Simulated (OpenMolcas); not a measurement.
**SiI3 (SMILES I[Si](I)I), step by step**

Wanted: a series of 10 runs (UHF/def2-SVP, CASSCF(9,8)/def2-SVP, CASPT2(9,8)/def2-SVP) of I3Si. 

The calculation is run with OpenMolcas 26.06.

## (1) The molecule

The species is SiI3 (4 atoms), meant as a doublet with charge 0. As SMILES, `I[Si](I)I`. Geometry: relaxed at GFN2-xTB.

Bond lengths: I1–Si2 2.496 Å, Si2–I3 2.493 Å, Si2–I4 2.493 Å. Angles: I1–Si2–I3 108.9°, I1–Si2–I4 109.1°, I3–Si2–I4 109.2°.

## (2) The energy at UHF/def2-SVP (RICD fitting, core potential) (run 1)

The input, geom.xyz:

```xyz
4

I      0.576450     0.478690     2.232220
Si     0.588770     0.067090    -0.229300
I     -0.231980    -2.246350    -0.664150
I     -0.933230     1.700570    -1.338770
```

The input, step1.input:

```
>>> EXPORT MOLCAS_PRINT=2

&gateway
 coord=geom.xyz
 basis=def2-SVP
 group=NoSym
 ricd

&seward

&scf
 uhf
 spin=2
 prorbitals=0
```

On the command line:

```console
$ export MOLCAS_MEM=1860
$ pymolcas step1.input > step1.log
```

The program printed:

```text
--- Start Module: gateway ---
[...]
--- Stop Module: gateway /rc=_RC_ALL_IS_WELL_ ---
--- Start Module: seward ---
[...]
      Basis functions           96
--- Stop Module: seward /rc=_RC_ALL_IS_WELL_ ---
[...]
--- Start Module: scf ---
[...]
       Convergence after  13 Iterations
[...]
::    Total SCF energy                              -1178.8830569357
[...]
      Total spin, S                                     0.5073211819
[...]
      Total electronic charge=   89.000000
      Total            charge=   -0.000000
[...]
      Dipole Moment (debye):
      Origin of the operator (angstrom)=   -0.1425   -0.0162    0.0555
                   X=  7.2493E-01               Y=  8.2597E-02               Z= -3.0074E-01           Total=  7.8918E-01
      Quadrupole Moment (debye*angstrom):
[...]
--- Stop Module: scf /rc=_RC_ALL_IS_WELL_ ---
[...]
```

Wall time 6.3 s (1 thread of Arm Neoverse V2, shared host); peak memory 0.081 GiB.

## (3) The excited states at CASSCF(9,8)/def2-SVP (RICD fitting, core potential, 3 states averaged) (run 2)

geom.xyz is that of step 2.

The input, step2.input:

```
&GATEWAY
  Coord = geom.xyz
  Basis = def2-SVP
  Group = NoSym
  RICD

&SEWARD

&RASSCF
  FileOrb = $CurrDir/step1.UnaOrb
  Spin = 2
  Nactel = 9 0 0
  Inactive = 40
  Ras2 = 8
  CIRoot = 3 3 1
  OrbListing = Nothing
  OrbAppear = Compact
```

On the command line:

```console
$ export MOLCAS_MEM=1860
$ pymolcas step2.input > step2.log
```

The program printed:

```text
--- Start Module: gateway ---
[...]
--- Stop Module: gateway /rc=_RC_ALL_IS_WELL_ ---
--- Start Module: seward ---
[...]
      Basis functions           96
--- Stop Module: seward /rc=_RC_ALL_IS_WELL_ ---
[...]
--- Start Module: rasscf ---
[...]
      Number of active orbitals                  8
[...]
      Spin quantum number                      0.5
[...]
      Active orbitals                            8
[...]
      Number of CSFs                          2352
[...]
      Number of root(s) required                 3
[...]
      Convergence after 59 iterations
[...]
      printout of CI-coefficients larger than  0.05 for root  1
      energy=   -1178.904092
      conf/sym  11111111     Coeff  Weight
             1  2222u000  -0.94918 0.90094
             2  22220u00  -0.21305 0.04539
            23  22u2ud00   0.05631 0.00317
            55  u222ud00  -0.08717 0.00760
           166  2202u002  -0.06449 0.00416
           250  0222u200  -0.06206 0.00385
[...]
      Natural orbitals and occupation numbers for root  1
      sym 1:   1.968590   1.996147   1.971904   1.994739   1.001840   0.032063   0.009249   0.025468
      Natural orbitals and occupation numbers for root  2
      sym 1:   1.991112   1.003671   1.975928   1.999454   1.937434   0.040020   0.019053   0.033327
      Natural orbitals and occupation numbers for root  3
      sym 1:   1.987360   1.998475   1.978048   1.013469   1.921409   0.048606   0.019295   0.033337
      ************************************************************************************************************************
      *                                                    Final results                                                     *
[...]
::    RASSCF root number  1 Total energy:  -1178.90409183
::    RASSCF root number  2 Total energy:  -1178.80903960
::    RASSCF root number  3 Total energy:  -1178.80182897
[...]
      Total electronic charge=   89.000000
      Total            charge=   -0.000000
[...]
      Dipole Moment (debye):
      Origin of the operator (angstrom)=   -0.1425   -0.0162    0.0555
                   X=  1.1674E+00               Y=  1.0102E+00               Z=  5.0934E+00           Total=  5.3223E+00
      Quadrupole Moment (debye*angstrom):
[...]
--- Stop Module: rasscf /rc=_RC_ALL_IS_WELL_ ---
[...]
```

Run time: 25 s. Hardware: 1 thread of Arm Neoverse V2, shared host; peak memory 0.084 GiB.

The roots found:

```tsv
excited state	energy (eV)
1	2.587
2	2.783
```

Runs 3 to 7 aren't shown in full; the table further down has their settings and results.

## (4) The quartet: a single-point energy at CASPT2(9,8)/def2-SVP (RICD fitting, core potential, ipea shift 0.25 Eh, pt2 variant SS, sigma2 shift 0.3) (run 8)

The input, step8.input:

```
>>> EXPORT MOLCAS_PRINT=2
&GATEWAY
Coord
4
angstrom
I        0.576450       0.478690       2.232220
Si       0.588770       0.067090      -0.229300
I       -0.231980      -2.246350      -0.664150
I       -0.933230       1.700570      -1.338770
Basis
def2-SVP
Group
NoSym
RICD
&SEWARD
&RASSCF
FileOrb
$CurrDir/step2.RasOrb
Spin
4
Nactel
9 0 0
Inactive
40
Ras2
8
OrbListing
Nothing
OrbAppear
Compact
&CASPT2
Sig2
0.3
&RASSI
NrOfJobIphs
1 all
IphNames
JOBMIX
EJob
```

On the command line:

```console
$ export MOLCAS_MEM=1860
$ pymolcas step8.input > step8.log
```

The program printed:

```text
--- Start Module: gateway ---
[...]
--- Stop Module: gateway /rc=_RC_ALL_IS_WELL_ ---
[...]
      Basis functions           96
[...]
      Number of active orbitals                  8
[...]
      Spin quantum number                      1.5
[...]
      Active orbitals                            8
[...]
      Number of CSFs                          1344
[...]
      Number of root(s) required                 1
[...]
      Convergence after 79 iterations
[...]
      printout of CI-coefficients larger than  0.05 for root  1
      energy=   -1178.737716
      conf/sym  11111111     Coeff  Weight
             4  222uu00u  -0.07074 0.00500
            10  22u2u00u  -0.06650 0.00442
            13  2u22uu00  -0.98039 0.96116
           414  2u02uu02   0.06276 0.00394
      Natural orbitals and occupation numbers for root  1
      sym 1:   1.994159   1.014889   1.967741   1.977056   1.003322   0.993533   0.012803   0.036498
      ************************************************************************************************************************
      *                                                    Final results                                                     *
[...]
::    RASSCF root number  1 Total energy:  -1178.73771571
[...]
      Total electronic charge=   89.000000
      Total            charge=   -0.000000
[...]
      Dipole Moment (debye):
      Origin of the operator (angstrom)=   -0.1425   -0.0162    0.0555
                   X=  1.6719E+00               Y=  3.3946E-01               Z=  3.5356E+00           Total=  3.9257E+00
      Quadrupole Moment (debye*angstrom):
[...]
--- Start Module: caspt2 ---
[...]
      E2 (Variational):          -0.4482578228
      Total energy:           -1179.1859735344
[...]
      Reference weight:           0.83368
[...]
::    CASPT2 Root  1     Total energy:  -1179.18597353
[...]
--- Stop Module: caspt2 /rc=_RC_ALL_IS_WELL_ ---
[...]
--- Start Module: rassi ---
[...]
 ###    WARNING: EJOB used when HEFF is available, possible                  ###
 ###    extra interaction between states is ignored!                         ###
 ###############################################################################
[...]
::    RASSI State    1     Total energy:   -1179.18597353441669
[...]
  SPIN-FREE ENERGIES:
  (Shifted by EMIN (a.u.) =      -1179.1859735344)
 SF State       Relative EMIN(au)   Rel lowest level(eV)    D:o, cm**(-1)
     1             0.0000000000        0.0000000000              0.0000
[...]
--- Stop Module: rassi /rc=_RC_ALL_IS_WELL_ ---
[...]
```

It took 33 s on 1 thread of Arm Neoverse V2, shared host; peak memory 0.084 GiB.

Run 9 isn't shown in full; the table further down has it.

## (5) The quartet: the energy at CASPT2(9,8)/def2-SVP (RICD fitting, core potential, ipea shift 0.25 Eh, pt2 variant SS, sigma2 shift 0.5) (run 10)

The input, step10.inp:

```
* I3Si CASPT2
>>> EXPORT MOLCAS_PRINT=2
&GATEWAY
Coord
4
angstrom
I        0.576450       0.478690       2.232220
Si       0.588770       0.067090      -0.229300
I       -0.231980      -2.246350      -0.664150
I       -0.933230       1.700570      -1.338770
Basis
def2-SVP
Group
NoSym
RICD
&SEWARD
&RASSCF
FileOrb
$CurrDir/step2.RasOrb
Spin
4
Nactel
9 0 0
Inactive
40
Ras2
8
OrbListing
Nothing
OrbAppear
Compact
&CASPT2
Sig2
0.5
&RASSI
NrOfJobIphs
1 all
IphNames
JOBMIX
EJob
```

On the command line:

```console
$ export MOLCAS_MEM=1860
$ pymolcas step10.inp > step10.log
```

The program printed:

```text
--- Start Module: gateway ---
[...]
--- Stop Module: gateway /rc=_RC_ALL_IS_WELL_ ---
[...]
      Basis functions           96
[...]
      Number of active orbitals                  8
[...]
      Spin quantum number                      1.5
[...]
      Active orbitals                            8
[...]
      Number of CSFs                          1344
[...]
      Number of root(s) required                 1
[...]
      Convergence after 79 iterations
[...]
      printout of CI-coefficients larger than  0.05 for root  1
      energy=   -1178.737716
      conf/sym  11111111     Coeff  Weight
             4  222uu00u  -0.07074 0.00500
            10  22u2u00u  -0.06650 0.00442
            13  2u22uu00  -0.98039 0.96116
           414  2u02uu02   0.06276 0.00394
      Natural orbitals and occupation numbers for root  1
      sym 1:   1.994159   1.014889   1.967741   1.977056   1.003322   0.993533   0.012803   0.036498
      ************************************************************************************************************************
      *                                                    Final results                                                     *
[...]
::    RASSCF root number  1 Total energy:  -1178.73771571
[...]
      Total electronic charge=   89.000000
      Total            charge=   -0.000000
[...]
      Dipole Moment (debye):
      Origin of the operator (angstrom)=   -0.1425   -0.0162    0.0555
                   X=  1.6719E+00               Y=  3.3946E-01               Z=  3.5356E+00           Total=  3.9257E+00
      Quadrupole Moment (debye*angstrom):
[...]
--- Start Module: caspt2 ---
[...]
      E2 (Variational):          -0.4481301932
      Total energy:           -1179.1858459048
[...]
      Reference weight:           0.83469
[...]
::    CASPT2 Root  1     Total energy:  -1179.18584590
[...]
--- Stop Module: caspt2 /rc=_RC_ALL_IS_WELL_ ---
[...]
--- Start Module: rassi ---
[...]
 ###    WARNING: EJOB used when HEFF is available, possible                  ###
 ###    extra interaction between states is ignored!                         ###
 ###############################################################################
[...]
::    RASSI State    1     Total energy:   -1179.18584590484852
[...]
  SPIN-FREE ENERGIES:
  (Shifted by EMIN (a.u.) =      -1179.1858459048)
 SF State       Relative EMIN(au)   Rel lowest level(eV)    D:o, cm**(-1)
     1             0.0000000000        0.0000000000              0.0000
[...]
--- Stop Module: rassi /rc=_RC_ALL_IS_WELL_ ---
[...]
```

Wall time 34 s (1 thread of Arm Neoverse V2, shared host); peak memory 0.084 GiB.

## (6) All runs side by side

```tsv
run	level	task	active rule	partner	energy (Eh)	dipole moment (D) of the reference	wall time
1	UHF/def2-SVP (RICD fitting, core potential)	energy	–	base	-1178.883057	0.79	6.3 s
2	CASSCF(9,8)/def2-SVP (RICD fitting, core potential, 3 states averaged)	excited	frontier window	base	-1178.904092	1.34	25 s
3	CASPT2(9,8)/def2-SVP (RICD fitting, core potential, ipea shift 0.25 Eh, pt2 variant MS, 3 states averaged, sigma2 shift 0.1)	excited	frontier window	base	-1179.361553	1.34	32 s
4	CASPT2(9,8)/def2-SVP (RICD fitting, core potential, ipea shift 0.25 Eh, pt2 variant SS, sigma2 shift 0.1)	energy	frontier window	other spin	-1179.185993	3.93	34 s
5	CASPT2(9,8)/def2-SVP (RICD fitting, core potential, ipea shift 0.25 Eh, pt2 variant MS, 3 states averaged, sigma2 shift 0.2)	excited	frontier window	base	-1179.361460	1.34	32 s
6	CASPT2(9,8)/def2-SVP (RICD fitting, core potential, ipea shift 0.25 Eh, pt2 variant SS, sigma2 shift 0.2)	energy	frontier window	other spin	-1179.185990	3.93	33 s
7	CASPT2(9,8)/def2-SVP (RICD fitting, core potential, ipea shift 0.25 Eh, pt2 variant MS, 3 states averaged, sigma2 shift 0.3)	excited	frontier window	base	-1179.361260	1.34	32 s
8	CASPT2(9,8)/def2-SVP (RICD fitting, core potential, ipea shift 0.25 Eh, pt2 variant SS, sigma2 shift 0.3)	energy	frontier window	other spin	-1179.185974	3.93	33 s
9	CASPT2(9,8)/def2-SVP (RICD fitting, core potential, ipea shift 0.25 Eh, pt2 variant MS, 3 states averaged, sigma2 shift 0.5)	excited	frontier window	base	-1179.360897	1.34	32 s
10	CASPT2(9,8)/def2-SVP (RICD fitting, core potential, ipea shift 0.25 Eh, pt2 variant SS, sigma2 shift 0.5)	energy	frontier window	other spin	-1179.185846	3.93	34 s
```

## (7) Results

| quantity | value |
| --- | --- |
| quartet, run 10: total energy | -1179.18585 Eh |
| quartet, run 10: dipole moment (CASSCF density) | 3.93 D |

All runs together took 4.9 min, the longest 34 s.
